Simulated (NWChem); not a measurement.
# M06-2X/def2-SVP run of C2H3Cl2F (1,1-dichloro-1-fluoroethane)

Aim: the electronic atomisation energy of C2H3Cl2F (1,1-dichloro-1-fluoroethane) at M06-2X/def2-SVP, from 5 runs. 

The calculation is run with NWChem 7.3.0.

### Step 1. Starting point

C2H3Cl2F: 8 atoms, total charge 0, spin state singlet. As SMILES, `CC(F)(Cl)Cl`. Geometry: relaxed at PBE0-D4/def2-TZVP.

Bond lengths: C1–C2 1.502 Å, C2–F3 1.348 Å, C2–Cl4 1.776 Å, C2–Cl5 1.776 Å, C1–H6 1.091 Å, C1–H7 1.091 Å, C1–H8 1.088 Å. Some angles: C1–C2–F3 110.1°, C1–C2–Cl4 111.1°, C1–C2–Cl5 111.1°, F3–C2–Cl4 107.6°, F3–C2–Cl5 107.6°, Cl4–C2–Cl5 109.3°, C2–C1–H6 108.9°, C2–C1–H7 108.9°, C2–C1–H8 110.1°, H6–C1–H7 109.8°.

### Step 2. A single-point energy at M06-2X/def2-SVP (run 1)

c2h3cl2f.nw reads:

```
start c2h3cl2f
memory 2200 mb

geometry units angstroms noautosym nocenter noautoz
C       -0.133500      -0.505900       0.646300
C        0.199400       0.391300      -0.511300
F        1.523600       0.643200      -0.537400
Cl      -0.232400      -0.372700      -2.055900
Cl      -0.641100       1.950200      -0.373000
H        0.163400      -0.011800       1.572000
H        0.414900      -1.442000       0.535900
H       -1.202100      -0.709300       0.667600
end

basis spherical bse
* library def2-SVP
end

dft
xc m06-2x
grid fine
convergence energy 1e-08
maxiter 100
mulliken
noprint "final vectors analysis"
end

task dft energy
```

Started as:

```
nwchem c2h3cl2f.nw > c2h3cl2f.out
```

Output:

```text
[...]
          Wavefunction type:  closed shell.
          No. of atoms     :     8
          No. of electrons :    58
[...]
          Charge           :     0
          Spin multiplicity:     1
[...]
          AO basis - number of functions:    93
[...]
              XC Information
              --------------
                       M06-2X Method XC Functional
                     Hartree-Fock (Exact) Exchange  0.540
                        M06-2X Exchange Functional  1.000
                      M06-2X Correlation Potential  1.000
[...]
 d= 0,ls=0.0,diis     1  -1097.5874007750 -1.40D+03  1.63D-02  1.18D+00     1.7
[...]
 d= 0,ls=0.0,diis    10  -1097.7353470305 -5.65D-10  3.89D-07  7.00D-10    14.8
         Total DFT energy =    -1097.735347030468
      One electron energy =    -2111.042333492771
           Coulomb energy =      792.167183526872
    Exchange-Corr. energy =      -78.865443606545
 Nuclear repulsion energy =      300.005246541976
[...]
      Total Density - Mulliken Population Analysis
     ---------------------------------------------
    Atom       Charge   Shell Charges
 -----------   ------   -------------------------------------------------------
    1 C    6     5.99   1.99  0.88  0.14  2.14  0.82  0.02
    2 C    6     5.88   1.99  0.97  0.21  1.89  0.72  0.11
    3 F    9     9.19   1.99  1.13  0.79  3.34  1.94  0.01
    4 Cl  17    17.08   2.00  1.99  1.24  0.73  5.94  2.14  3.02  0.03
    5 Cl  17    17.08   2.00  1.99  1.24  0.73  5.94  2.14  3.02  0.03
    6 H    1     0.92   0.74  0.17  0.02
    7 H    1     0.92   0.74  0.17  0.02
    8 H    1     0.93   0.74  0.17  0.02
[...]
```

Run time: 16 s. Hardware: 1 thread of Intel Xeon 6975P-C (Granite Rapids), shared host; peak memory 0.11 GiB.

### Step 3. The C atom (run 2)

geom.nw reads:

```
echo
start geom
title "C energy"
memory stack 880 mb heap 220 mb global 1100 mb

geometry noautosym nocenter noautoz
C     0.000000    0.000000    0.000000
end

basis spherical bse
* library def2-SVP
end

dft
xc m06-2x
mult 3
grid fine
convergence energy 1e-08
maxiter 100
mulliken
noprint "final vectors analysis"
end

task dft energy
```

Run the same way, it converges to -37.79627 Eh (log not shown).

Run 3 isn't shown in full; the table further down has it.

### Step 4. The F atom (run 4)

f.nw reads:

```
start f
title "F M06-2X"
memory total 2200 mb
charge 0

geometry units angstrom noautosym nocenter noautoz
 F     0.000000    0.000000    0.000000
end

basis spherical bse
 * library def2-SVP
end

dft
 xc m06-2x
 mult 2
 grid fine
 convergence energy 1e-08
 maxiter 100
 mulliken
 print low
end

task dft energy
```

Run the same way, it converges to -99.60828 Eh (log not shown).

### Step 5. The H atom, same level (run 5)

calc.nw reads:

```
start calc
memory stack 880 mb heap 220 mb global 1100 mb
geometry units atomic noautosym nocenter noautoz
  H   0.00000000  0.00000000  0.00000000
end
basis "ao basis" spherical bse
  * library def2-SVP
end
dft
  xc m06-2x
  mult 2
  grid fine
  convergence energy 1e-08
  maxiter 100
  mulliken
  print low
end
task dft energy
```

Run the same way, it converges to -0.49741 Eh (log not shown).

### Step 6. All runs side by side

```csv
run,level,partner,energy (Eh),wall time
1,M06-2X/def2-SVP,base,-1097.735347,16 s
2,UM06-2X/def2-SVP,atoms,-37.796269,0.74 s
3,UM06-2X/def2-SVP,atoms,-459.976005,1 s
4,UM06-2X/def2-SVP,atoms,-99.608281,1.2 s
5,UM06-2X/def2-SVP,atoms,-0.497412,0.66 s
```

### Step 7. Outcome

Level: M06-2X/def2-SVP.

| quantity | value |
| --- | --- |
| H atom: total energy | -0.49741 Eh |
| H atom: ⟨S²⟩ | 0.750 |
| electronic atomisation energy | 29.668 eV |

In words: Taking the molecule apart into free atoms costs 29.67 eV (684 kcal/mol), before zero-point energy and without spin-orbit coupling. All runs together took 19 s, the longest 16 s.
